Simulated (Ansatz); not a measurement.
# Cd4SeS3: the cost of one run

Program: Ansatz 0.2.0. Level of theory: DFT PBE, scalar-relativistic, plane waves, PAW, unless a step names another level. These are calculated values, not measurements.

11 further runs of the same task are left out: 11 set aside as unsound or not needed. Runs told in other sessions of the task aren't counted.

## (1) The formula and the candidates

Pauling electronegativities: Cd 1.69, Se 2.55, S 2.58 (spread 0.89). The formula balances with common oxidation states: Cd +2, S -2, Se -2. Tabulated atomic sizes suggest about 23 Å³/atom. 29 candidates were drawn, by swapping species into database cells of other compounds, at random by space group and Wyckoff sites, or by hand, as the table says:

| name | made from | space group no. | Wyckoff sites | atoms (primitive cell) | V (Å³/atom) |
| --- | --- | --- | --- | --- | --- |
| c01 | database cell of Pb4SeS3 | 166 | Cd 6c, 6c; Se 3a; S 6c, 3b | 8 | 23.9 |
| c02 | built by hand: Wurtzite (0001) CdSe/CdS superlattice | 156 | Cd 1b, 1a, 1a, 1b; Se 1a; S 1b, 1a, 1b | 8 | 25.2 |
| c03 | database cell of VCu3S4 | 215 | Cd 4e; Se 1a; S 3d | 8 | 25.9 |
| c04 | random | 119 | Cd 8i; Se 2c; S 4e, 2a | 8 | 25.2 |
| c05 | built by hand: Zincblende-derived cubic Cd4SeS3 (anion L1_2 order) | 215 | Cd 4e; Se 1a; S 3c | 8 | 25.4 |
| c06 | random | 99 | Cd 4f; Se 1b; S 2c, 1a | 8 | 29.4 |
| c07 | built by hand: Wurtzite 2x2x1 ordered superstructure | 186 | Cd 6c, 2b; Se 2b; S 6c | 16 | 25.2 |
| c08 | random | 71 | Cd 2c, 4j, 2d; Se 2b; S 4e, 2a | 8 | 26.8 |
| c09 | database cell of CsZn4As3 | 123 | Cd 4i; Se 1b; S 2h, 1a | 8 | 24.7 |
| c10 | random | 216 | Cd 16e; Se 4d; S 4b, 4c, 4a | 8 | 28.9 |
| c11 | built by hand: Anti-famatinite (ordered zincblende) | 121 | Cd 8i; Se 2a; S 4d, 2b | 8 | 25.4 |
| c12 | random | 139 | Cd 8g; Se 2b; S 2a, 4e | 8 | 24.9 |
| c13 | database cell of Mn4Te3Se | 187 | Cd 2g, 2g; Se 1e; S 1f, 2h | 8 | 23.4 |
| c14 | database cell of Na3SbSe4 | 217 | Cd 8c; Se 2a; S 6b | 8 | 25.1 |
| c15 | database cell of AlGa3N4 | 215 | Cd 4e; Se 1a; S 3c | 8 | 19.7 |
| c16 | random | 166 | Cd 9d, 3a; Se 3b; S 9e | 8 | 23.3 |
| c17 | database cell of In4SbTe3 | 139 | Cd 4c, 4e; Se 2b; S 4d, 2a | 8 | 25.2 |
| c18 | database cell of SnTe4Pb3 | 123 | Cd 2g, 1c, 1d; Se 1a; S 2h, 1b | 8 | 25.8 |
| c19 | random | 221 | Cd 3c, 1b; Se 1a; S 3d | 8 | 25.7 |
| c20 | database cell of Hf4CuSi3 | 25 | Cd 1d, 1b, 1a, 1c; Se 1d; S 1b, 1a, 1c | 8 | 24.6 |
| c21 | built by hand: Zincblende (001) CdSe/CdS superlattice | 115 | Cd 2g, 2g; Se 1a; S 2f, 1d | 8 | 25.4 |
| c22 | random | 221 | Cd 3d, 1a; Se 1b; S 3c | 8 | 26.2 |
| c23 | database cell of Pt4SeS3 | 115 | Cd 2g, 2g; Se 1a; S 1d, 2e | 8 | 23.7 |
| c24 | database cell of K3VSe4 | 121 | Cd 8i; Se 2a; S 2b, 4d | 8 | 32.5 |
| c25 | database cell of Al4Ni3Pt | 123 | Cd 2g, 2g; Se 1c; S 2h, 1d | 8 | 22.7 |
| c26 | random | 139 | Cd 8i; Se 2a; S 4d, 2b | 8 | 24.7 |
| c27 | random | 123 | Cd 4o; Se 1a; S 2h, 1b | 8 | 27.0 |
| c28 | database cell of Pb4Se3S | 123 | Cd 2g, 1c, 1d; Se 1b; S 2h, 1a | 8 | 24.2 |
| c29 | random | 191 | Cd 4h; Se 1a; S 2d, 1b | 8 | 28.5 |

## (2) Screening run of c11

Input file input.yaml:

```yaml
crystal:
  lattice:
    - [-2.94, 2.94, 5.88]
    - [2.94, -2.94, 5.88]
    - [2.94, 2.94, -5.88]
  atoms:
    - { symbol: Cd, position: [0.625, 0.625, 0.5] }
    - { symbol: Cd, position: [0.125, 0.125, 0.5] }
    - { symbol: Cd, position: [0.375, 0.875, 0.0] }
    - { symbol: Cd, position: [0.875, 0.375, 0.0] }
    - { symbol: Se, position: [0.0, 0.0, 0.0] }
    - { symbol: S, position: [0.25, 0.75, 0.5] }
    - { symbol: S, position: [0.75, 0.25, 0.5] }
    - { symbol: S, position: [0.5, 0.5, 0.0] }
basis:
  ecutwfc: 420
kpoints:
  mp_grid: { grid: [3, 3, 3] }
hamiltonian:
  xc: pbe
scf:
  occupations: { method: gaussian, width: 0.15 }
  lower_state_search: "off"
output:
  forces: true
  stress: true
  eigenvalues: true
relax:
  adjacent_minimum: "off"
  f_tol: 0.08
  max_steps: 16
  cell: { stress_tol: 0.8 }
```

Launch:

```bash
> ansatz run input.yaml --threads 1 --pin off --max-ram 2560MiB --backend cpu --events-out ev --progress --plain --runs-dir out
```

What time and memory should one allow on 1 thread of Intel Xeon 6975P-C (Granite Rapids), shared host?

About 18 s, with a peak of 0.55 GiB.
